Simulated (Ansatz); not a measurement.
# CH2NOSi (SMILES O=C=N[SiH2]) at UHF/STO-3G

What is the vertical doublet–quartet gap of CH2NOSi at UHF/STO-3G? 

The results are computed with Ansatz 0.2.0.

93 further runs of the same task are left out: 93 set aside as unsound or not needed.

**1. The molecule**

The species is CH2NOSi (6 atoms), meant as a doublet with charge 0. SMILES: `O=C=N[SiH2]`. Geometry: relaxed at PBE0-D4/def2-TZVP.

Bond lengths: O1–C2 1.164 Å, C2–N3 1.195 Å, N3–Si4 1.706 Å, Si4–H5 1.486 Å, Si4–H6 1.486 Å. Angles: O1–C2–N3 178.3°, C2–N3–Si4 162.2°, N3–Si4–H5 108.6°, N3–Si4–H6 108.6°, H5–Si4–H6 111.4°.

**2. The energy at UHF/STO-3G**

Contents of molecule.yaml:

```yaml
basis:
  gaussian: {orbitals: STO-3G}
crystal:
  periodic: [false, false, false]
  atoms:
    - {symbol: O, position_ang: [1.089700, -2.025700, 1.610400]}
    - {symbol: C, position_ang: [0.648500, -1.177800, 0.945400]}
    - {symbol: "N", position_ang: [0.216300, -0.284900, 0.279200]}
    - {symbol: Si, position_ang: [-0.683300, 0.591600, -0.875300]}
    - {symbol: H, position_ang: [0.261300, 1.214200, -1.839100]}
    - {symbol: H, position_ang: [-1.490500, 1.618700, -0.166800]}
hamiltonian: {xc: hf}
output: {orbitals: {seedname: orbitals}}
accuracy: high
magnetization: {spin_polarized: true, initial_magnetization: 1}
```

The run is started by

```console
$ ansatz run molecule.yaml --threads 1 --pin off --max-ram 3480MiB --events-out events.jsonl --progress --plain --runs-dir runs
```

Output:

```text
Warning: RAYON_NUM_THREADS=1 ignored (pool sized by the plan → 1); use --threads N
Functional definition: HF
  name "HF"
  exchange = exact_x
  correlation = 0
477 factors; integrals over basis functions are off by at most 2.7e-8 eV
mean field evaluation 1: about -12288.4774 eV, gradient 2.1e1 eV
mean field evaluation 2: about -12288.5414 eV, gradient 2.1e1 eV
mean field evaluation 4: about -12291.0769 eV, gradient 2.3e0 eV
mean field evaluation 8: about -12291.1376 eV, gradient 1.7e-2 eV
mean field -12291.13540889 eV, -451.6908950460 hartree, gradient 2.7e-8 eV, S^2 0.767298; 0 other end points of the search recorded, 0 dependent functions left out
reference -12291.13540889 eV, -451.6908950460 hartree; 19, 18 occupied and 7, 8 virtual orbitals, 477 factors
Total energy: -12291.13540889 eV, -451.6908950460 hartree
```

Wall time 0.28 s (1 thread of Arm Neoverse V1, shared host).

**3. The quartet**

Contents of run.yaml:

```yaml
basis:
  gaussian:
    orbitals: STO-3G
crystal:
  periodic: [false, false, false]
  atoms:
    - {symbol: O, position_ang: [1.089700, -2.025700, 1.610400]}
    - {symbol: C, position_ang: [0.648500, -1.177800, 0.945400]}
    - {symbol: N, position_ang: [0.216300, -0.284900, 0.279200]}
    - {symbol: Si, position_ang: [-0.683300, 0.591600, -0.875300]}
    - {symbol: H, position_ang: [0.261300, 1.214200, -1.839100]}
    - {symbol: H, position_ang: [-1.490500, 1.618700, -0.166800]}
magnetization:
  spin_polarized: true
  initial_magnetization: 3
hamiltonian:
  xc: hf
accuracy: high
output: {orbitals: {seedname: orbitals}}
```

The run is started by

```console
$ ansatz run run.yaml --threads 1 --pin off --max-ram 3480MiB --events-out events.jsonl --progress --plain --runs-dir runs
```

Output:

```text
Warning: RAYON_NUM_THREADS=1 ignored (pool sized by the plan → 1); use --threads N
[... 4 set-up lines as earlier in the session ...]
477 factors; integrals over basis functions are off by at most 2.7e-8 eV
mean field evaluation 1: about -12282.8037 eV, gradient 1.5e1 eV
mean field evaluation 2: about -12282.9300 eV, gradient 1.5e1 eV
mean field evaluation 4: about -12285.3020 eV, gradient 2.8e0 eV
mean field evaluation 8: about -12285.4784 eV, gradient 1.8e-1 eV
mean field evaluation 16: about -12285.4786 eV, gradient 2.1e-8 eV
mean field evaluation 32: about -12285.2053 eV, gradient 3.0e-1 eV
mean field evaluation 64: about -12284.3222 eV, gradient 5.9e0 eV
mean field evaluation 96: about -12285.2606 eV, gradient 7.3e-1 eV
mean field evaluation 128: about -12285.4784 eV, gradient 1.5e-1 eV
mean field -12285.47863063 eV, -451.4830122793 hartree, gradient 2.1e-8 eV, S^2 3.757422; 3 other end points of the search recorded, 0 dependent functions left out
reference -12285.47863063 eV, -451.4830122793 hartree; 20, 17 occupied and 6, 9 virtual orbitals, 477 factors
Total energy: -12285.47863063 eV, -451.4830122793 hartree
```

Wall time 0.65 s (1 thread of Arm Neoverse V1, shared host).

**4. What came out**

At UHF/STO-3G:

```
                                        quantity          value
                           doublet: total energy  -451.69090 Eh
     doublet: HOMO energy (highest over α and β)       -6.32 eV
      doublet: LUMO energy (lowest over α and β)        5.26 eV
                                   doublet: ⟨S²⟩          0.767
                           quartet: total energy  -451.48301 Eh
     quartet: HOMO energy (highest over α and β)       -1.78 eV
      quartet: LUMO energy (lowest over α and β)        5.31 eV
                                   quartet: ⟨S²⟩          3.757
vertical energy of the quartet above the doublet       5.657 eV
```

What this shows: At this shape the quartet lies 5.66 eV (130 kcal/mol) above the doublet. In a minimal basis such a difference can be off by several eV, whatever the method.
